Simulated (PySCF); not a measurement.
# Changing the system itself: HBr

One physical setting of the base script is moved in each run, with the edits that it forces.

The runs use PySCF 2.14.0; method and basis as typed in the scripts.

## 1. Where the work starts

HBr: 2 atoms, charge 0, spin multiplicity 1.

Bond lengths: H1–Br2 1.363 Å.

## 2. Base script

Contents of input.py:

```python
from pyscf import gto, dft

mol = gto.M(
    atom='H 0 0 0; Br 0 0 1.363',
    basis='aug-cc-pvdz',
    charge=0,
    spin=0,
    verbose=4,
)
mf = dft.RKS(mol, xc='mn15')
mf.kernel()
g = mf.nuc_grad_method()
g.grid_response = True
g.kernel()
mf.dip_moment()
print('orbital energies (hartree):', mf.mo_energy[..., max(0, mol.nelec[1]-3):mol.nelec[0]+3].round(4))
```

Started as:

```
> OMP_NUM_THREADS=1 python input.py
```

Its log is not repeated here.

It gives: E(SCF) = -2575.047356 Eh, 7 cycles, μ = 0.89 D, gradient on the second atom -0.0334 Eh/bohr.

The bond length is a typed value, not an optimised one.

## 3. Charge +1 (doublet, UKS)

Variant 1 changes charge: 0 → 1; spin (2S): 0 → 1; SCF type: RKS → UKS.

Contents of input.py:

```python
from pyscf import gto, dft

mol = gto.M(
    atom='H 0 0 0; Br 0 0 1.363',
    basis='aug-cc-pvdz',
    charge=1,
    spin=1,
    verbose=4,
)
mf = dft.UKS(mol, xc='mn15')
mf.kernel()
g = mf.nuc_grad_method()
g.grid_response = True
g.kernel()
mf.dip_moment()
print('orbital energies (hartree):', [e[max(0, n-3):n+3].round(4) for e, n in zip(mf.mo_energy, mol.nelec)])
```

Started as:

```
> OMP_NUM_THREADS=1 python input.py
```

## 4. Triplet (UKS)

Variant 2 changes spin (2S): 0 → 2; SCF type: RKS → UKS.

Contents of input.py:

```python
from pyscf import gto, dft

mol = gto.M(
    atom='H 0 0 0; Br 0 0 1.363',
    basis='aug-cc-pvdz',
    charge=0,
    spin=2,
    verbose=4,
)
mf = dft.UKS(mol, xc='mn15')
mf.kernel()
g = mf.nuc_grad_method()
g.grid_response = True
g.kernel()
mf.dip_moment()
print('orbital energies (hartree):', [e[max(0, n-3):n+3].round(4) for e, n in zip(mf.mo_energy, mol.nelec)])
```

## 5. Electric field 0.001 a.u.

Variant 3 changes electric field: none → 0.001 a.u.; step after the SCF: gradient → analyze.

Contents of input.py:

```python
from pyscf import gto, dft

mol = gto.M(
    atom='H 0 0 0; Br 0 0 1.363',
    basis='aug-cc-pvdz',
    charge=0,
    spin=0,
    verbose=4,
)
mf = dft.RKS(mol, xc='mn15')
field = 0.001  # electric field along z, atomic units
h = mf.get_hcore() + field*mol.intor('int1e_r')[2]
mf.get_hcore = lambda *args: h
e_nuc = mol.energy_nuc() - field*mol.atom_charges() @ mol.atom_coords()[:, 2]
mf.energy_nuc = lambda *args: e_nuc
mf.kernel()
mf.analyze()
print('orbital energies (hartree):', mf.mo_energy[..., max(0, mol.nelec[1]-3):mol.nelec[0]+3].round(4))
```

## 6. Electric field 0.05 a.u.

Variant 4 changes electric field: none → 0.05 a.u.; step after the SCF: gradient → analyze.

Contents of input.py:

```python
from pyscf import gto, dft

mol = gto.M(
    atom='H 0 0 0; Br 0 0 1.363',
    basis='aug-cc-pvdz',
    charge=0,
    spin=0,
    verbose=4,
)
mf = dft.RKS(mol, xc='mn15')
field = 0.05  # electric field along z, atomic units
h = mf.get_hcore() + field*mol.intor('int1e_r')[2]
mf.get_hcore = lambda *args: h
e_nuc = mol.energy_nuc() - field*mol.atom_charges() @ mol.atom_coords()[:, 2]
mf.energy_nuc = lambda *args: e_nuc
mf.kernel()
mf.analyze()
print('orbital energies (hartree):', mf.mo_energy[..., max(0, mol.nelec[1]-3):mol.nelec[0]+3].round(4))
```

Q: Predict the outcome of this session. Wanted: for each run, E(SCF); from base; gap, α spin; SCF dipole.

The runs gave:

| run | E(SCF) (hartree) | from base (eV) | cycles | gap, α spin (eV) | SCF dipole (D) |
| --- | --- | --- | --- | --- | --- |
| base | -2575.047356 | 0 | 7 | 9.96 | 0.89 |
| charge +1 (doublet, UKS) | -2574.614769 | +11.7713 | 9 | 12.27 | n/a |
| triplet (UKS) | -2574.797110 | +6.8095 | 10 | 4.00 | 1.40 |
| electric field 0.001 a.u. | -2575.047016 | +0.0092 | 7 | 9.91 | 0.83 |
| electric field 0.05 a.u. | -2575.059517 | -0.3309 | 8 | 5.22 | 2.22 |

Of the runs whose energies can be compared, “triplet (UKS)” moves the SCF energy most (+6.810 eV). At the SCF level, going to the doublet with one electron fewer costs 11.77 eV at fixed geometry, against 9.52 eV for the negative of the highest filled level. The triplet solution found lies 6.81 eV above the base singlet at this geometry and level.
